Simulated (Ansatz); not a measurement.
Working through a formation energy from the elements of CdCo3N and its elements

Computed with Ansatz 0.2.0 through its Python package.

Run as a notebook:

In [1]:
```python
from collections import Counter
import warnings

import ansatz as az
import numpy as np
```

In [2]:
```python
MIXING_BETA = 0.5
FUNCTIONAL = "pbesol"
SCF_TOL = 1e-08
MAX_ITERATIONS = 200
CUTOFF = 460
KSPACING = 0.26
FILLING = "fermi_dirac"
SIGMA = 0.02
```

In [3]:
```python
PHASES = {
    "CdCo3N": (
        [(3.8419, 0.0, 0.0), (0.0, 3.8419, 0.0), (0.0, 0.0, 3.8419)],
        [
            ("Cd", (0.0, 0.0, 0.0)),
            ("Co", (0.0, 0.5, 0.5)),
            ("Co", (0.5, 0.0, 0.5)),
            ("Co", (0.5, 0.5, 0.0)),
            ("N", (0.5, 0.5, 0.5)),
        ],
    ),
    "Cd": (
        [(2.97887, 0.0, 0.0), (-1.489435, 2.579777, 0.0), (0.0, 0.0, 5.61765)],
        [
            ("Cd", (1 / 3, 2 / 3, 0.25)),
            ("Cd", (2 / 3, 1 / 3, 0.75)),
        ],
    ),
    "Co": (
        [(2.5074, 0.0, 0.0), (-1.2537, 2.171472, 0.0), (0.0, 0.0, 4.0699)],
        [
            ("Co", (1 / 3, 2 / 3, 0.25)),
            ("Co", (2 / 3, 1 / 3, 0.75)),
        ],
    ),
    "N2": (
        [(9.0, 0.0, 0.0), (0.0, 9.5, 0.0), (0.0, 0.0, 10.0)],
        [
            ("N", (0.5, 0.5, 0.4445)),
            ("N", (0.5, 0.5, 0.5555)),
        ],
    ),
}
MOMENTS = {"Co": 2.5}  # parallel starting moments in muB
```

In [4]:
```python
def build(vectors, sites):
    crystal = az.Crystal(lattice=az.Lattice.of(vectors))
    for symbol, position in sites:
        crystal = crystal.atom(symbol, position)
    return crystal

POLARISED = {"CdCo3N", "Co"}
```

In [5]:
```python
GASES = {"N2"}
```

In [6]:
```python
def run_phase(name, crystal):
    calc = (
        crystal.calculation()
        .mixing("broyden", beta=MIXING_BETA)
        .functional(FUNCTIONAL)
        .scf(tolerance=SCF_TOL, max_iterations=MAX_ITERATIONS)
        .basis(CUTOFF)
        .kpoints(spacing=KSPACING)  # sampling of the Brillouin zone
        .occupations(FILLING, width=SIGMA)
        .stress()  # GPa
    )
    if name in POLARISED:
        calc = calc.spin("collinear")
    if name in GASES:
        return calc.kpoints(1, 1, 1).relax(force_tolerance=0.03).run(threads=1)
    calc = calc.relax(force_tolerance=0.03, cell=True)
    return calc.run(threads=1)
```

In [7]:
```python
def counts(outcome):
    return Counter(site.symbol for site in outcome.lattice.sites)
```

In [8]:
```python
def formation_energy(outcome, mu):
    n = counts(outcome)
    return (outcome.report["energy_sigma0_ev"] - sum(k * mu[element] for element, k in n.items())) / sum(n.values())


def volume_per_atom(outcome):
    return abs(np.linalg.det(outcome.lattice.cell_ang)) / len(outcome.lattice.sites)
```

In [9]:
```python
warnings.simplefilter("ignore", az.DeckWarning)
```

In [10]:
```python
phases = {name: build(*cell) for name, cell in PHASES.items()}
for name in ["CdCo3N", "Co"]:
    phases[name] = phases[name].moments({e: m for e, m in MOMENTS.items() if e in phases[name].species()})
```

In [11]:
```python
done = {name: run_phase(name, crystal) for name, crystal in phases.items()}
```

In [12]:
```python
# chemical potentials of the elements at zero temperature
references = {"Cd": "Cd", "Co": "Co", "N": "N2"}
mu = {element: done[name].report["energy_sigma0_ev"] / len(done[name].lattice.sites) for element, name in references.items()}
```

In [13]:
```python
target = done["CdCo3N"]
heat = formation_energy(target, mu)
n = counts(target)
print("cell content:", dict(n), " volume", round(volume_per_atom(target), 3), "A^3/atom")
print("formation energy", round(heat, 4), "eV/atom,", round(heat * sum(n.values()), 4), "eV per cell")
print("bound against the elements" if heat < 0 else "unbound against the elements")
# gas references are bare DFT energies, without zero-point or fitted corrections
```
```text
cell content: {<Element.CD: 'Cd'>: 1, <Element.CO: 'Co'>: 3, <Element.N: 'N'>: 1}  volume 10.82 A^3/atom
formation energy -0.055 eV/atom, -0.2752 eV per cell
bound against the elements
```

Reading the output:
- These settings explore the input space; cutoff and mesh may be short of convergence.
- The magnetic order follows from the starting moments and needn't be the lowest.
- For the metals among these phases the mesh is modest: differences between phases can be off by up to 40 meV an atom.
- The program warned that this SCF threshold is loose for forces or stresses.
- The cells come from databases of deposited and of computed structures, and not all need be stable phases.
- The compound is the structure given, not necessarily its lowest; energies are at zero temperature, with no correction for gases. Magnetic phases start from parallel moments and may not end in their lowest magnetic state. A semilocal functional's error on such energies is often 0.05 to 0.1 eV an atom, and 0.1 to 0.3 eV against gases such as O2 or F2.
- The script silences the warnings on its input, which a real study should read.
- Run time: 62 s on 1 thread of Intel(R) Xeon(R) 6975P-C (Granite Rapids) (shared host), peak memory 0.78 GiB.
